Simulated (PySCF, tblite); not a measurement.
# C₈H₁₁BO: geometry, infrared bands, NMR shifts and electronic excitations

Wanted: the infrared bands, NMR shifts and electronic excitations of C₈H₁₁BO (`C=CCB(C)c1ccco1`), by calculation.

The runs use tblite 0.8.0 and PySCF 2.14.0, with density-fitted response routines of our own; the level of theory stands in each step. All values are computed, except where a source is named. Atoms are numbered from 0 throughout.

**1. The molecule as given**

21 atoms, charge 0, multiplicity 1; geometry from: force field or distance geometry start.

Bonds of the start (Å): C0–C1 1.34, C1–C2 1.47, C2–B3 1.60, B3–C4 1.61, B3–C5 1.57, C5–C6 1.39, C6–C7 1.38, C7–C8 1.38, C8–O9 1.32, O9–C5 1.30, C0–H10 1.08, C0–H11 1.10, C1–H12 1.11, C2–H13 1.12, C2–H14 1.12, C4–H15 1.12, C4–H16 1.09, C4–H17 1.13, C6–H18 1.09, C7–H19 1.10, C8–H20 1.09.

**2. Relaxing the molecule with GFN2-xTB**

What the job is given:

```
{"job": {"kind": "relax", "xc": "GFN2-xTB", "basis": "xTB"}, "charge": 0, "multiplicity": 1}
C      3.156500     1.251900     0.264600
C      2.543900     0.077400     0.066900
C      1.400400    -0.107000    -0.842700
B      0.170700    -0.633500     0.040700
C      0.169200    -2.143600     0.589700
C     -1.182800     0.144900    -0.103700
C     -2.117300     0.165100     0.925100
C     -3.138800     0.946700     0.431700
C     -2.798400     1.353100    -0.842900
O     -1.609000     0.848300    -1.115400
H      3.991200     1.341500     0.949000
H      2.807100     2.154300    -0.254100
H      2.946000    -0.773900     0.648100
H      1.669000    -0.863200    -1.619900
H      1.092200     0.862900    -1.302700
H     -0.743200    -2.223700     1.232900
H      1.086200    -2.371900     1.126500
H      0.056900    -2.832600    -0.304800
H     -2.032000    -0.328800     1.891000
H     -4.050400     1.160900     1.001100
H     -3.426500     1.988000    -1.472100
```

On the command line:

```console
$ OMP_NUM_THREADS=1 python probes_run.py task.json out
```

The driver reads the jobs from task.json and runs them one after another.

What it wrote:

```text
step      E/eV     max force
  0    -760.69958    3.228
  1    -761.02228    1.370
  2    -761.12310    0.920
  3    -761.21098    0.536
  4    -761.23663    0.328
  5    -761.25265    0.269
  6    -761.26658    0.301
  7    -761.27775    0.279
  8    -761.28356    0.186
  9    -761.28823    0.202
 10    -761.29135    0.137
 11    -761.29362    0.135
 12    -761.29568    0.133
 13    -761.29802    0.151
 14    -761.30046    0.139
 15    -761.30265    0.126
 16    -761.30446    0.096
 17    -761.30602    0.093
 18    -761.30743    0.085
 19    -761.30876    0.087
 20    -761.31018    0.090
 21    -761.31199    0.115
 22    -761.31446    0.138
 23    -761.31751    0.142
 24    -761.32078    0.129
 25    -761.32422    0.137
 26    -761.32826    0.163
 27    -761.33329    0.163
 28    -761.33815    0.139
 29    -761.34126    0.118
 30    -761.34309    0.085
 31    -761.34450    0.080
 32    -761.34588    0.090
 33    -761.34741    0.108
 34    -761.34918    0.126
 35    -761.35148    0.147
 36    -761.35442    0.121
 37    -761.35765    0.133
 38    -761.36049    0.113
 39    -761.36275    0.142
 40    -761.36410    0.139
 41    -761.36625    0.090
 42    -761.36805    0.078
 43    -761.37039    0.094
 44    -761.37178    0.127
 45    -761.37390    0.119
 46    -761.37547    0.072
 47    -761.37674    0.074
 48    -761.37792    0.090
 49    -761.37965    0.119
 50    -761.38157    0.115
 51    -761.38330    0.093
 52    -761.38469    0.076
 53    -761.38585    0.114
 54    -761.38683    0.100
 55    -761.38784    0.071
 56    -761.38890    0.069
 57    -761.38978    0.061
 58    -761.39044    0.061
 59    -761.39105    0.062
 60    -761.39155    0.063
 61    -761.39204    0.059
 62    -761.39243    0.051
 63    -761.39273    0.043
 64    -761.39303    0.037
 65    -761.39337    0.042
 66    -761.39373    0.045
 67    -761.39405    0.038
 68    -761.39430    0.035
 69    -761.39451    0.031
 70    -761.39473    0.031
 71    -761.39489    0.026
 72    -761.39506    0.027
 73    -761.39526    0.028
 74    -761.39548    0.031
 75    -761.39567    0.026
 76    -761.39578    0.020
 77    -761.39584    0.017
 78    -761.39590    0.014
 79    -761.39596    0.018
 80    -761.39602    0.021
 81    -761.39607    0.019
 82    -761.39612    0.018
 83    -761.39617    0.017
 84    -761.39622    0.020
 85    -761.39629    0.025
 86    -761.39636    0.021
 87    -761.39642    0.019
 88    -761.39649    0.019
 89    -761.39655    0.016
 90    -761.39661    0.014
 91    -761.39665    0.014
 92    -761.39670    0.013
 93    -761.39674    0.012
 94    -761.39678    0.013
 95    -761.39681    0.018
 96    -761.39685    0.019
 97    -761.39688    0.016
 98    -761.39692    0.014
 99    -761.39695    0.013
100    -761.39699    0.015
101    -761.39703    0.017
102    -761.39710    0.023
103    -761.39718    0.026
104    -761.39728    0.027
105    -761.39737    0.030
106    -761.39747    0.030
107    -761.39759    0.026
108    -761.39771    0.030
109    -761.39783    0.029
110    -761.39794    0.023
111    -761.39806    0.024
112    -761.39819    0.029
113    -761.39833    0.035
114    -761.39846    0.031
115    -761.39858    0.033
116    -761.39870    0.031
117    -761.39881    0.026
118    -761.39889    0.024
119    -761.39896    0.018
120    -761.39903    0.016
121    -761.39912    0.018
122    -761.39922    0.020
123    -761.39933    0.023
124    -761.39942    0.024
125    -761.39953    0.025
126    -761.39970    0.026
127    -761.39992    0.038
128    -761.40019    0.051
129    -761.40032    0.060
130    -761.40077    0.041
131    -761.40111    0.039
132    -761.40154    0.034
133    -761.40171    0.032
134    -761.40194    0.034
135    -761.40210    0.036
136    -761.40224    0.028
137    -761.40230    0.020
138    -761.40233    0.017
139    -761.40236    0.013
140    -761.40239    0.015
141    -761.40243    0.017
142    -761.40248    0.018
143    -761.40256    0.020
144    -761.40265    0.022
145    -761.40274    0.021
146    -761.40283    0.021
147    -761.40292    0.020
148    -761.40302    0.017
149    -761.40309    0.015
150    -761.40313    0.012
151    -761.40316    0.014
152    -761.40320    0.017
153    -761.40325    0.020
154    -761.40332    0.022
155    -761.40339    0.022
156    -761.40349    0.022
157    -761.40363    0.024
158    -761.40382    0.034
159    -761.40405    0.042
160    -761.40429    0.044
161    -761.40454    0.049
162    -761.40483    0.048
163    -761.40530    0.044
164    -761.40585    0.056
165    -761.40637    0.050
166    -761.40663    0.100
167    -761.40700    0.033
168    -761.40721    0.027
169    -761.40754    0.047
170    -761.40772    0.035
171    -761.40797    0.037
172    -761.40817    0.040
173    -761.40834    0.033
174    -761.40852    0.052
175    -761.40876    0.040
176    -761.40898    0.038
177    -761.40926    0.044
178    -761.40938    0.023
179    -761.40953    0.033
180    -761.40970    0.029
181    -761.40989    0.031
182    -761.41008    0.026
183    -761.41018    0.060
184    -761.41035    0.036
185    -761.41048    0.028
186    -761.41067    0.038
187    -761.41073    0.018
188    -761.41083    0.021
189    -761.41093    0.018
190    -761.41099    0.018
191    -761.41106    0.018
192    -761.41103    0.052
193    -761.41113    0.010
```

Run time: 1.3 s. Hardware: 1 thread of Arm Neoverse V2, shared host; peak memory 0.18 GiB.

Along the way: (not every step is listed)

```csv
step,energy from step 0 (eV),largest force (eV/Å)
0,0.0000,3.2276
1,-0.3227,1.3702
2,-0.4235,0.9198
3,-0.5114,0.5364
4,-0.5371,0.3280
5,-0.5531,0.2690
6,-0.5670,0.3014
7,-0.5782,0.2794
8,-0.5840,0.1863
26,-0.6287,0.1625
44,-0.6722,0.1275
62,-0.6929,0.0510
80,-0.6964,0.0213
98,-0.6973,0.0136
116,-0.6991,0.0308
134,-0.7024,0.0341
152,-0.7036,0.0171
170,-0.7081,0.0351
188,-0.7113,0.0215
189,-0.7114,0.0185
190,-0.7114,0.0182
191,-0.7115,0.0179
192,-0.7115,0.0519
193,-0.7115,0.0097
```

Close pairs (by a distance rule), those that changed most:

| bond | before (Å) | after (Å) | change (Å) |
| --- | --- | --- | --- |
| C5–O9 | 1.304 | 1.365 | +0.061 |
| C4–H17 | 1.135 | 1.089 | -0.046 |
| B3–C5 | 1.568 | 1.535 | -0.034 |
| C4–H15 | 1.119 | 1.089 | -0.030 |
| B3–C4 | 1.607 | 1.578 | -0.029 |
| C1–C2 | 1.473 | 1.501 | +0.028 |
| C6–C7 | 1.378 | 1.405 | +0.027 |
| C2–H14 | 1.117 | 1.090 | -0.027 |

The next job starts from the end point, and lists it.

**3. Vibrational analysis with GFN2-xTB**

What the job is given:

```
{"job": {"kind": "ir", "xc": "GFN2-xTB", "basis": "xTB"}, "charge": 0, "multiplicity": 1}
C      2.702592     1.466792     0.157495
C      2.422363     0.185441     0.006416
C      1.410599    -0.354783    -0.961156
B      0.164113    -0.857557    -0.111856
C      0.221340    -2.200975     0.713977
C     -1.094472     0.017411    -0.040319
C     -2.280697    -0.142504     0.653505
C     -3.090150     0.969307     0.366021
C     -2.353591     1.743710    -0.486200
O     -1.171971     1.189536    -0.734655
H      3.431328     1.812636     0.871386
H      2.218341     2.225412    -0.435063
H      2.917345    -0.555130     0.621308
H      1.873542    -1.176911    -1.511786
H      1.143817     0.428073    -1.671037
H      0.124202    -2.001211     1.780570
H      1.139845    -2.763838     0.569400
H     -0.609523    -2.856236     0.457743
H     -2.528366    -0.966677     1.291830
H     -4.075140     1.174419     0.734104
H     -2.574436     2.680027    -0.962751
```

What it wrote:

```text
mode    cm-1     km/mol
  1       8.1      0.05
  2      38.9      1.88
  3      54.5      0.31
  4      73.9      0.32
  5     128.3      0.36
  6     139.8      0.04
  7     177.3      0.25
  8     256.2      0.18
  9     367.2      1.70
 10     416.0      1.92
 11     432.3      7.94
 12     527.1      0.91
 13     586.8      2.86
 14     628.2     23.98
 15     652.1      2.90
 16     786.2      7.99
 17     803.3     29.78
 18     819.6     38.53
 19     830.3      1.11
 20     852.1     29.19
 21     857.8      0.17
 22     860.6      2.10
 23     883.1     28.24
 24     903.9     11.19
 25     943.5     11.19
 26    1013.5     20.65
 27    1023.4     18.41
 28    1047.4     13.44
 29    1067.8     36.22
 30    1113.7     63.10
 31    1131.0     61.69
 32    1149.9     52.44
 33    1162.6     96.57
 34    1220.2     29.80
 35    1227.4      7.04
 36    1263.6    136.06
 37    1296.3     21.68
 38    1380.4     16.34
 39    1386.6     34.51
 40    1411.9     77.65
 41    1415.7     81.55
 42    1474.5      1.80
 43    1490.0      1.62
 44    1495.9      1.14
 45    1539.2     64.38
 46    1708.9     29.57
 47    2962.2     37.73
 48    3005.0     21.01
 49    3006.5     29.53
 50    3022.6     22.84
 51    3043.0     23.25
 52    3051.6     64.34
 53    3097.1     22.82
 54    3120.1     70.39
 55    3152.2      7.34
 56    3172.3     18.68
 57    3182.5     25.94
```

Wall time 0.77 s (1 thread of Arm Neoverse V2, shared host); peak memory 0.18 GiB.

The strongest bands and the atoms that carry them (share of the mass-weighted mode):

```
cm⁻¹  km/mol                                 atoms
1114    63.1   H18 32 %, C8 12 %, O9 12 %, C5 11 %
1163    96.6            H13 37 %, C2 20 %, C1 17 %
1264   136.1             B3 25 %, C5 19 %, C6 15 %
1412    77.7           H10 27 %, H11 25 %, C5 15 %
1416    81.5  C5 22 %, H10 17 %, H11 16 %, C8 15 %
1539    64.4    C8 25 %, C7 22 %, C5 22 %, C6 22 %
3052    64.3                              H12 87 %
3120    70.4                    H10 45 %, H11 44 %
```

**4. Geometry optimisation at PBE0-D3(BJ)/def2-SVP**

What the job is given:

```
{"job": {"xc": "PBE0", "basis": "def2-SVP", "d3": "d3bj", "grid": 1, "shake": 0.01, "kind": "geom"}, "charge": 0, "multiplicity": 1}
C      2.723000     1.441240     0.161680
C      2.416690     0.180910     0.004260
C      1.390400    -0.357100    -0.969810
B      0.197340    -0.855300    -0.115380
C      0.218530    -2.207660     0.703430
C     -1.098380     0.022230    -0.042700
C     -2.271120    -0.144500     0.653750
C     -3.074690     0.974760     0.360970
C     -2.355420     1.749120    -0.466850
O     -1.174670     1.187100    -0.724630
H      3.422460     1.809720     0.880210
H      2.224140     2.226330    -0.428360
H      2.889060    -0.544920     0.611710
H      1.856860    -1.174150    -1.504780
H      1.139370     0.417310    -1.670780
H      0.123670    -1.987160     1.788040
H      1.141780    -2.752720     0.567340
H     -0.618780    -2.850400     0.463570
H     -2.530510    -0.974510     1.294120
H     -4.100080     1.181320     0.739020
H     -2.590820     2.680640    -0.972390
```

What it wrote:

```text
step   0  E = -410.74313178  max force = 0.039155
step   1  E = -410.74999823  max force = 0.006528
step   2  E = -410.75040097  max force = 0.002157
step   3  E = -410.75051480  max force = 0.004437
step   4  E = -410.75053763  max force = 0.004524
step   5  E = -410.75067726  max force = 0.000983
step   6  E = -410.75073036  max force = 0.001043
step   7  E = -410.75079525  max force = 0.000908
step   8  E = -410.75086338  max force = 0.001248
step   9  E = -410.75093071  max force = 0.000450
step  10  E = -410.75096925  max force = 0.000340
step  11  E = -410.75104858  max force = 0.000531
step  12  E = -410.75112246  max force = 0.001002
step  13  E = -410.75118718  max force = 0.001199
step  14  E = -410.75128592  max force = 0.000643
step  15  E = -410.75135910  max force = 0.000739
step  16  E = -410.75144920  max force = 0.001693
step  17  E = -410.75153298  max force = 0.001326
step  18  E = -410.75162070  max force = 0.000944
step  19  E = -410.75164829  max force = 0.000577
step  20  E = -410.75167186  max force = 0.000340
step  21  E = -410.75167976  max force = 0.000206
optimisation converged
```

Wall time 8.1 min (1 thread of Arm Neoverse V2, shared host); peak memory 0.88 GiB.

Along the way:

```csv
step,energy from step 0 (eV),largest force component (eV/Å)
0,0.0000,2.0134
1,-0.1868,0.3357
2,-0.1978,0.1109
3,-0.2009,0.2282
4,-0.2015,0.2326
5,-0.2053,0.0505
6,-0.2068,0.0536
7,-0.2085,0.0467
8,-0.2104,0.0642
9,-0.2122,0.0231
10,-0.2133,0.0175
11,-0.2154,0.0273
12,-0.2174,0.0515
13,-0.2192,0.0617
14,-0.2219,0.0331
15,-0.2239,0.0380
16,-0.2263,0.0871
17,-0.2286,0.0682
18,-0.2310,0.0485
19,-0.2317,0.0297
20,-0.2324,0.0175
21,-0.2326,0.0106
```

Distances of close pairs at the start and the end, largest changes first:

```
  bond  before (Å)  after (Å)  change (Å)
C1–H12       1.058      1.097      +0.040
 C2–B3       1.550      1.584      +0.034
 C0–C1       1.307      1.337      +0.031
 B3–C5       1.567      1.539      -0.027
 C7–C8       1.342      1.370      +0.027
C2–H14       1.074      1.099      +0.025
C0–H10       1.068      1.093      +0.025
C7–H19       1.112      1.088      -0.024
```

The next job starts from the end point, and lists it.

| at the end point | value |
| --- | --- |
| point group (found at 0.08 Å tolerance) | C1 |
| rotational constants (GHz, main isotopes) | 2.070, 0.970, 0.751 |
| dipole moment (D) | 1.23 |

**5. Nuclear shieldings: PBE0/pcSseg-1**

What the job is given:

```
{"job": {"kind": "nmr", "xc": "PBE0", "basis": "pcSseg-1"}, "charge": 0, "multiplicity": 1}
C      2.368853     1.452469     0.102185
C      2.333146     0.159178    -0.235483
C      1.319708    -0.474033    -1.147273
B      0.187213    -0.928326    -0.137071
C      0.307841    -2.284682     0.649150
C     -1.018435     0.001637     0.089169
C     -2.094625    -0.044401     0.952849
C     -2.884824     1.110607     0.719758
C     -2.239654     1.790840    -0.278544
O     -1.137006     1.147586    -0.658984
H      3.114012     1.837321     0.803075
H      1.652432     2.167602    -0.314597
H      3.058656    -0.520501     0.229437
H      1.767336    -1.327272    -1.680309
H      0.947246     0.258365    -1.877636
H     -0.368777    -2.393600     1.509009
H      1.340098    -2.470441     0.987094
H      0.075648    -3.101735    -0.059339
H     -2.283723    -0.831660     1.680222
H     -3.805918     1.406762     1.216875
H     -2.459916     2.724143    -0.793237
```

With the program's defaults for keys left out, this is: GIAO PBE0/pcSseg-1 NMR shielding, non-relativistic, gas phase.

What it wrote:

```text
coarse grid: 17680 points
cycle   1  E = -410.8278400094  dE =  1.440e+00  |g| = 5.747e-01  |ddm| = 4.129e+00
cycle   2  E = -410.7967749002  dE =  3.107e-02  |g| = 7.089e-01  |ddm| = 1.078e+00
cycle   3  E = -410.9070920068  dE = -1.103e-01  |g| = 1.426e-01  |ddm| = 6.242e-01
cycle   4  E = -410.9109129250  dE = -3.821e-03  |g| = 4.998e-02  |ddm| = 1.290e-01
cycle   5  E = -410.9114449481  dE = -5.320e-04  |g| = 1.513e-02  |ddm| = 5.083e-02
cycle   6  E = -410.9114997530  dE = -5.480e-05  |g| = 5.055e-03  |ddm| = 1.749e-02
cycle   7  E = -410.9115058776  dE = -6.125e-06  |g| = 1.309e-03  |ddm| = 4.926e-03
final grid: 171176 points
cycle   8  E = -410.9788330290  dE = -3.804e-05  |g| = 1.218e-02  |ddm| = 3.994e-02
cycle   9  E = -410.9787951909  dE =  3.784e-05  |g| = 1.872e-02  |ddm| = 1.917e-02
cycle  10  E = -410.9788625424  dE = -6.735e-05  |g| = 3.038e-03  |ddm| = 1.264e-02
cycle  11  E = -410.9788646900  dE = -2.148e-06  |g| = 2.793e-04  |ddm| = 2.722e-03
cycle  12  E = -410.9788647018  dE = -1.172e-08  |g| = 1.707e-04  |ddm| = 3.514e-04
cycle  13  E = -410.9788647090  dE = -7.263e-09  |g| = 3.084e-05  |ddm| = 1.591e-04
cycle  14  E = -410.9788647092  dE = -1.844e-10  |g| = 1.634e-05  |ddm| = 4.106e-05
converged SCF energy = -410.9788647092

GIAO shielding tensors (ppm)
atom      isotropic    diamagn.    paramagn.     s11        s22        s33       span
  0 C       57.019     255.414    -198.395    -59.670     75.053    155.674    215.344
  1 C       43.274     259.008    -215.734    -76.844     51.501    155.165    232.008
  2 C      152.636     252.827    -100.191    125.446    154.376    178.086     52.639
  3 B       43.956     189.800    -145.844    -12.492     26.957    117.403    129.895
  4 C      175.770     254.465     -78.694    159.944    181.228    186.139     26.195
  5 C       16.505     255.249    -238.744    -62.374     13.373     98.516    160.890
  6 C       49.456     256.816    -207.360    -48.806     37.834    159.342    208.148
  7 C       67.192     260.485    -193.293    -17.931     62.018    157.489    175.420
  8 C       30.614     250.822    -220.208    -54.296     39.167    106.971    161.267
  9 O        9.303     399.294    -389.991   -156.958    -71.929    256.795    413.753
 10 H       25.975      28.858      -2.883     23.148     25.067     29.711      6.563
 11 H       25.895      32.653      -6.758     22.176     25.308     30.200      8.024
 12 H       25.368      31.224      -5.856     23.008     25.174     27.923      4.914
 13 H       29.203      31.234      -2.031     26.140     27.789     33.680      7.541
 14 H       28.082      33.097      -5.015     24.778     27.774     31.695      6.918
 15 H       30.145      32.526      -2.381     25.016     29.577     35.842     10.826
 16 H       30.241      31.412      -1.171     25.870     29.702     35.150      9.280
 17 H       30.642      29.800       0.842     26.666     28.675     36.586      9.921
 18 H       23.680      33.284      -9.603     21.128     22.776     27.137      6.009
 19 H       24.583      30.769      -6.185     22.469     25.405     25.875      3.406
 20 H       23.532      29.382      -5.850     20.460     24.636     25.499      5.040
```

Run time: 50 s. Hardware: 1 thread of Arm Neoverse V2, shared host; peak memory 1.2 GiB.

The references, computed at this level on geometries of the same kind, shield at (ppm): ¹H TMS 31.27, ¹³C TMS 184.4, ¹⁷O H2O 334.6, ¹¹B BF3·OEt2 100.7. Their shielding less the atom's gives the shift. The references are single molecules in the gas phase, so shifts against H2O, NH3, PH3, H3PO4 or CFCl3 are not on the usual liquid scales and can be off by tens of ppm. Atoms listed in one row are averaged.

```csv
atoms,environment,σ (ppm),δ (ppm),δ scaled to CDCl3
C5,substituted aromatic carbon next to the ring oxygen,16.5,167.9,162.5
C8,aromatic CH next to the ring oxygen,30.6,153.8,148.8
C1,alkene CH,43.3,141.1,136.5
C6,aromatic CH,49.5,135.0,130.5
C0,terminal =CH2 carbon,57.0,127.4,123.2
C7,aromatic CH,67.2,117.2,113.3
C2,allylic sp3 CH2 bonded to B,152.6,31.8,30.3
C4,methyl carbon bonded to B,175.8,8.6,7.9
H20,hydrogen on an aromatic CH next to the ring oxygen,23.53,7.74,7.55
H18,hydrogen on an aromatic CH,23.68,7.59,7.41
H19,hydrogen on an aromatic CH,24.58,6.68,6.55
H12,hydrogen on an alkene CH,25.37,5.90,5.81
H11,hydrogen on a terminal =CH2 carbon,25.89,5.37,5.31
H10,hydrogen on a terminal =CH2 carbon,25.98,5.29,5.23
"H13, H14",hydrogen on an allylic sp3 CH2 bonded to B,28.64,2.62,2.70
"H15, H16, H17",hydrogen on a methyl carbon bonded to B,30.34,0.92,1.09
B3,boron bonded to 3 C,44.0,56.8,–
O9,aromatic ring oxygen,9.3,325.3,–
```

The scaled column applies a straight-line fit of computed shieldings to shifts measured in CDCl3 (root-mean-square error 0.21 ppm for H, 2.0 ppm for C).

The run also stored atomic charges by several schemes (e):

```csv
atoms,Mulliken,IAO,Hirshfeld,ESP fit
C0,-0.16,-0.32,-0.11,-0.49
C1,-0.31,-0.11,-0.03,-0.02
C2,-0.34,-0.40,-0.15,-0.35
B3,0.51,0.27,0.16,0.44
C4,-0.53,-0.56,-0.19,-0.76
C5,0.02,0.03,-0.03,0.03
C6,-0.13,-0.16,-0.06,-0.20
C7,-0.17,-0.23,-0.09,-0.26
C8,0.18,0.04,0.03,-0.03
O9,-0.39,-0.22,-0.05,-0.14
```

Mayer bond orders: C0–C1 1.95, C1–C2 1.02, C2–B3 0.94, B3–C4 1.05, B3–C5 1.01, C5–C6 1.51, C6–C7 1.31, C7–C8 1.54, C8–O9 1.13, O9–C5 0.96.

Ring of atoms C5, C6, C7, C8, O9: NICS(0) -10.8, NICS(1) -10.5, NICS(1)zz -26.6 ppm (means of both faces).

[end of part 1 of 2]
